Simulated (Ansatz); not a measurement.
# NiSb: what a Hubbard U does

How do moments and gap of NiSb answer a Hubbard U on Ni d? The runs shown use PAW. Its runs: no U (PAW); U = 1 eV on Ni d (PAW); U = 3 eV on Ni d (PAW); U = 5 eV on Ni d (PAW); second moment reversed; no U (PAW); second moment reversed; U = 1 eV on Ni d (PAW); second moment reversed; U = 3 eV on Ni d (PAW); second moment reversed; U = 5 eV on Ni d (PAW); second moment reversed; U = 3.9, J = 0.9 eV on Ni d (PAW).

Computed with Ansatz 0.2.0 (DFT, at the levels named in each step, unless a step's input says otherwise).

### Step 1. The structure to begin with

Symmetry: P6_3/mmc, No. 194, hexagonal system. Conventional cell: a = 3.928 Å, b = 3.928 Å, c = 5.120 Å, α = 90.00°, β = 90.00°, γ = 120.00°. Around Ni (site symmetry -3m) lie 2 Ni at 2.56 Å and 6 Sb at 2.60 Å. Sb (site symmetry -6m2) has 6 Ni at 2.60 Å as nearest neighbours.

Structure file:

```xyz
4
Lattice="3.9280 0.0000 0.0000 -1.9640 3.4017 0.0000 0.0000 0.0000 5.1200" Properties=species:S:1:pos:R:3 pbc="T T T"
Ni    0.0000    0.0000    0.0000
Ni    0.0000    0.0000    2.5600
Sb    0.0000    2.2678    1.2800
Sb    1.9640    1.1339    3.8400
```

Atoms are numbered in the order of the input: Ni1, Ni2, Sb3, Sb4.

### Step 2. No U, PAW

Contents of input.yaml:

```yaml
crystal:
  lattice:
    - [3.928, 0.0, 0.0]
    - [-1.964, 3.4017477861, 0.0]
    - [0.0, 0.0, 5.12]
  atoms:
    - { symbol: Ni, position: [0.0, 0.0, 0.0], spin: 1.5 }
    - { symbol: Ni, position: [0.0, 0.0, 0.5], spin: 1.5 }
    - { symbol: Sb, position: [0.3333333333, 0.6666666667, 0.25] }
    - { symbol: Sb, position: [0.6666666667, 0.3333333333, 0.75] }
magnetization:
  spin_polarized: true
kpoints:
  mp_grid: { grid: [10, 10, 7] }
scf:
  occupations: { method: fermi_dirac, width: 0.05 }
hamiltonian:
  xc: pbe
  pseudopotentials: { kind: paw }
output:
  forces: true
  stress: true
  eigenvalues: true
  hubbard: { sites: [{ species: Ni, l: d }] }
  populations: true
```

The run is started by

```
> ansatz run input.yaml --threads 2 --pin off --max-ram 6144MiB --backend cpu --events-out ev --progress --plain --runs-dir out
```

### Step 3. U = 1 eV on Ni d, PAW

Changes to input.yaml since step 2:

```diff
@@ -19,2 +19,3 @@
   pseudopotentials: { kind: paw }
+  hubbard: { sites: [{ species: Ni, l: d, u_eff: 1 }] }
 output:
```

### Step 4. U = 3 eV on Ni d, PAW

Changes to input.yaml since step 3:

```diff
@@ -19,3 +19,3 @@
   pseudopotentials: { kind: paw }
-  hubbard: { sites: [{ species: Ni, l: d, u_eff: 1 }] }
+  hubbard: { sites: [{ species: Ni, l: d, u_eff: 3 }] }
 output:
@@ -26 +26,2 @@
   populations: true
+  dos: { projected: true, de: 0.1, e_range: [-10, 8] }
```

### Step 5. U = 5 eV on Ni d, PAW

Changes to input.yaml since step 4:

```diff
@@ -19,3 +19,3 @@
   pseudopotentials: { kind: paw }
-  hubbard: { sites: [{ species: Ni, l: d, u_eff: 3 }] }
+  hubbard: { sites: [{ species: Ni, l: d, u_eff: 5 }] }
 output:
@@ -26,2 +26 @@
   populations: true
-  dos: { projected: true, de: 0.1, e_range: [-10, 8] }
```

### Step 6. Second moment reversed; no U, PAW

Changes to input.yaml since step 5:

```diff
@@ -7,3 +7,3 @@
     - { symbol: Ni, position: [0.0, 0.0, 0.0], spin: 1.5 }
-    - { symbol: Ni, position: [0.0, 0.0, 0.5], spin: 1.5 }
+    - { symbol: Ni, position: [0.0, 0.0, 0.5], spin: -1.5 }
     - { symbol: Sb, position: [0.3333333333, 0.6666666667, 0.25] }
@@ -19,3 +19,2 @@
   pseudopotentials: { kind: paw }
-  hubbard: { sites: [{ species: Ni, l: d, u_eff: 5 }] }
 output:
```

### Step 7. Second moment reversed; U = 1 eV on Ni d, PAW

Changes to input.yaml since step 6:

```diff
@@ -19,2 +19,3 @@
   pseudopotentials: { kind: paw }
+  hubbard: { sites: [{ species: Ni, l: d, u_eff: 1 }] }
 output:
@@ -25 +26,5 @@
   populations: true
+  write_density: true
+  write_potential: true
+  elf: true
+  volumetric_format: npy
```

### Step 8. Second moment reversed; U = 3 eV on Ni d, PAW

Changes to input.yaml since step 7:

```diff
@@ -19,3 +19,3 @@
   pseudopotentials: { kind: paw }
-  hubbard: { sites: [{ species: Ni, l: d, u_eff: 1 }] }
+  hubbard: { sites: [{ species: Ni, l: d, u_eff: 3 }] }
 output:
@@ -26,2 +26,3 @@
   populations: true
+  dos: { projected: true, de: 0.1, e_range: [-10, 8] }
   write_density: true
```

### Step 9. Second moment reversed; U = 5 eV on Ni d, PAW

Changes to input.yaml since step 8:

```diff
@@ -19,3 +19,3 @@
   pseudopotentials: { kind: paw }
-  hubbard: { sites: [{ species: Ni, l: d, u_eff: 3 }] }
+  hubbard: { sites: [{ species: Ni, l: d, u_eff: 5 }] }
 output:
@@ -26,6 +26 @@
   populations: true
-  dos: { projected: true, de: 0.1, e_range: [-10, 8] }
-  write_density: true
-  write_potential: true
-  elf: true
-  volumetric_format: npy
```

### Step 10. Second moment reversed; U = 3.9, J = 0.9 eV on Ni d, PAW

Changes to input.yaml since step 9:

```diff
@@ -19,3 +19,3 @@
   pseudopotentials: { kind: paw }
-  hubbard: { sites: [{ species: Ni, l: d, u_eff: 5 }] }
+  hubbard: { sites: [{ species: Ni, l: d, u: 3.9, j: 0.9 }] }
 output:
@@ -26 +26,5 @@
   populations: true
+  write_density: true
+  write_potential: true
+  elf: true
+  volumetric_format: npy
```

(Steps that only read results are left out.)

Before running it: what results should come out?

**Answer**, as computed:

| quantity | value |
| --- | --- |
| U = 0 eV (PAW) | largest site moment 0.00 μB, gap none |
| U = 1 eV (PAW) | largest site moment 0.00 μB, 8.97 e in Ni d, gap none |
| U = 3 eV (PAW) | largest site moment 0.00 μB, 9.03 e in Ni d, gap none |
| U = 5 eV (PAW) | largest site moment 0.00 μB, 9.09 e in Ni d, gap none |

What this shows: By PAW, from U = 0 to 5 eV the largest moment stays at 0.00 μB; no gap opens. For «second moment reversed; no U» the reversed start lies +0 meV a cell from the parallel one. Each row is the state that its run reached; none is shown to be the lowest.
